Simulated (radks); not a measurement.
# Spin polarisation of the 4f shell in Er²⁺

The task here is to estimate one member of a computed series from the others.

Program: radks (a radial shooting solver on a logarithmic mesh, Libxc functionals) version 1. Level of theory: non-relativistic Kohn-Sham, PBE, spin-polarised, spherical densities, point nucleus. These are calculated values, not measurements, unless marked.

**Starting point**

- element: erbium (Z = 68)
- charge: +2
- electrons: 66
- configuration: [Xe] 4f(up 6, down 6)

A shell typed twice in an input gives spin up, then spin down.

Set-up of the first run:

The run's settings:

```text
Z 68
configuration [Xe] 4f6 4f6
relativity non-relativistic
functional pbe,pbe
spin polarised
nucleus point
```

Among the steps run: No moment.

One table of the session follows, with a row left open; its other results are not shown here.

It belongs to the step «No moment». Radial moments (bohr):

```
level     <r>  outermost maximum (interpolated)  90 % within  nodes
   3p       ?                                 ?            ?      ?
   3d  0.2050                             0.168        0.318      0
   4s  0.5459                             0.508        0.783      3
   4p  0.5571                             0.511        0.810      2
   4d  0.5859                             0.514        0.880      1
   5s   1.358                              1.21         1.96      4
   5p   1.537                              1.32         2.26      3
   4f  0.7800                             0.501         1.35      0
```

Q: Estimate the row for 3p from the others.

The run gave: <r>: 0.2323; outermost maximum (interpolated): 0.211; 90 % within: 0.346; nodes: 1. In the column «<r>» it lies between 3d (0.2050) and 4s (0.5459).
